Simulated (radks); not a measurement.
# Rh⁴⁺ in [Kr] 4d5: an all-electron calculation

Aim: the levels, the sizes of the orbitals and the parts of the energy of the rhodium ion Rh4+.

Program: radks (a radial shooting solver on a logarithmic mesh, Libxc functionals) version 1. Level of theory: scalar-relativistic Kohn-Sham, SCAN, spin-polarised, spherical densities, finite nucleus; open shells are filled with parallel spins first. These are calculated values, not measurements, unless marked.

**1. What is computed**

- element: rhodium (Z = 45)
- charge: +4
- electrons: 41
- configuration: [Kr] 4d5
- nuclear rms radius: 4.4945 fm

The outer shells:

Rh⁴⁺
```
[Kr] core
4d [↑ ][↑ ][↑ ][↑ ][↑ ]
```

**2. The run**

Settings of this run:

```text
Z 45
configuration [Kr] 4d5
relativity scalar-relativistic
functional scan,scan
spin polarised
nucleus finite rms 4.4945 fm
c 137.035999084
```

The run is started by

```console
> python run_ks.py task.json out
```

All runs below come from this command, one after another.

What does the calculation give?

The runs gave:

| quantity | value |
| --- | --- |
| total energy | -4781.40377 hartree |
| exchange-correlation share of it | 2.88 % |
| −T/E | 1.0357 |
| highest occupied level | 4d up, -56.851 eV |
| most extended occupied level | 4d up, <r> = 1.29 bohr |
| radius at density 0.001 e/bohr³ | 2.94 bohr |
| maxima of the radial density | 4 |
| ionisation energy, NIST | 63 (theory) eV |

The radial density shows 4 maxima for 4 occupied principal shells. −T/E is 1.036: with relativity the kinetic term as defined here no longer equals −E. The top level binds by 56.851 eV, 90 % of the NIST ionisation energy of 63 eV. Open shells are spherical and high-spin; term and fine-structure splittings are not resolved.
